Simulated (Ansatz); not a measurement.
# CH3FOSi: rigid torsion scan in Python

Program: the Python package of Ansatz 0.2.0. Level of theory: PBE/cc-pVDZ. These are calculated values, not measurements.

## Step 1: The structure

Bond lengths: C1–O2 1.384 Å, O2–Si3 1.665 Å, Si3–F4 1.517 Å, C1–H5 1.065 Å, C1–H6 1.118 Å, C1–H7 1.135 Å. Angles: C1–O2–Si3 117.6°, O2–C1–H5 115.6°, O2–C1–H6 109.0°, O2–C1–H7 108.9°, H5–C1–H6 111.0°, H5–C1–H7 108.9°, H6–C1–H7 102.6°, O2–Si3–F4 111.0°.

No structure file is read: the coordinates are typed or built in the script.

## Step 2: The script

Input file torsion.py:

```python
"""Energy of CH3FOSi as one group turns about a bond."""

import ansatz as az
from ase import Atoms

BASIS_SET = "cc-pVDZ"
XC = "pbe"
FORCE_TOL = 0.02

atoms = Atoms(["C", "O", "Si", "F", "H", "H", "H"], positions=[
    [-0.3736, 0.1143, 0.6385],
    [0.9108, 0.4655, 0.2595],
    [1.4481, -0.0647, -1.2246],
    [0.372, -0.86, -1.9395],
    [-0.5728, -0.931, 0.678],
    [-0.6115, 0.6052, 1.614],
    [-1.1119, 0.6027, -0.0715],
])

# start the scan from a relaxed geometry
first = az.Crystal.molecule_from_ase(atoms).calculation()
first = first.basis(gaussian=BASIS_SET)
first = first.functional(XC)
first = first.relax(force_tolerance=FORCE_TOL, max_steps=80)
atoms.positions = first.run().report["positions_ang"]

start = atoms.get_dihedral(4, 0, 1, 2)
energies = {}
for turn in range(0, 360, 30):
    turned = atoms.copy()
    turned.set_dihedral(4, 0, 1, 2, start + turn, indices=[1, 2, 3])
    job = az.Crystal.molecule_from_ase(turned).calculation().basis(gaussian=BASIS_SET).functional(XC)
    energies[round((start + turn) % 360)] = job.run().report["free_energy_ev"]
floor = min(energies.values())
print("dihedral H4-C0-O1-Si2 (deg)   E - E(min) (kcal/mol)")
for angle, e in sorted(energies.items()):
    print(f"{angle:8d} {23.060548 * (e - floor):14.3f}  " + "#" * int(30 * (e - floor) / max(max(energies.values()) - floor, 1e-9)))
```

## Step 3: The input behind the calls

The package turns the script's settings into the engine's input (first run):

```yaml
crystal:
  periodic: [false, false, false]
  atoms:
    - { symbol: C, position_ang: [-0.3736, 0.1143, 0.6385] }
    - { symbol: O, position_ang: [0.9108, 0.4655, 0.2595] }
    - { symbol: Si, position_ang: [1.4481, -0.0647, -1.2246] }
    - { symbol: F, position_ang: [0.372, -0.86, -1.9395] }
    - { symbol: H, position_ang: [-0.5728, -0.931, 0.678] }
    - { symbol: H, position_ang: [-0.6115, 0.6052, 1.614] }
    - { symbol: H, position_ang: [-1.1119, 0.6027, -0.0715] }
basis:
  gaussian:
    orbitals: cc-pVDZ
hamiltonian:
  xc: pbe
relax:
  f_tol: 0.02
  max_steps: 80
```

## Step 4: Running it

Command:

```
python torsion.py
```

**Question.** How long does this script take on 1 thread of Intel Xeon Platinum 8488C (Sapphire Rapids), shared host, and how much memory does it need?

About 49 s, with a peak of 0.22 GiB.
